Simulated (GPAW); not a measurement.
Crystal: MoN2.

```
Mo N
1.0
     4.34805    0.00000    0.00000
     0.00000    4.34805    0.00000
     0.00000    0.00000    2.76746
Mo N
2 4
Direct
  0.00000 0.00000 0.00000
  0.50000 0.50000 0.00000
  0.61165 0.88835 0.50000
  0.38835 0.11165 0.50000
  0.11165 0.61165 0.50000
  0.88835 0.38835 0.50000
```

Measurements of this composition are mostly on another form, of space group No. 160.

Base run:

* Program: GPAW 26.7.0
* Functional: PBEsol
* Potentials or basis: PAW data sets generated in the run's folder for this functional
* Cutoff: 800 eV
* Basis: pw
* k mesh: 5 × 5 × 7
* Occupations: fermi-dirac, width 0.05 eV
* Spin: no spin polarisation
* Hubbard terms: Mo d U = 3 eV

Its results: pressure -11.5 GPa; largest force 0.197 eV/Å.

Problem. After a change of settings the same cell gave: pressure 1.9 GPa; largest force 0.736 eV/Å. Which change was it?
A. hubbard terms from Mo d U = 3 eV to Mo d U = 6 eV
B. k mesh from 5 × 5 × 7 to 6 × 6 × 10; hubbard terms from Mo d U = 3 eV to none
C. hubbard terms from Mo d U = 3 eV to none
D. hubbard terms from Mo d U = 3 eV to Mo d U = 8 eV

Solution. A.

Caveats: U without spin polarisation on a metal has little footing.
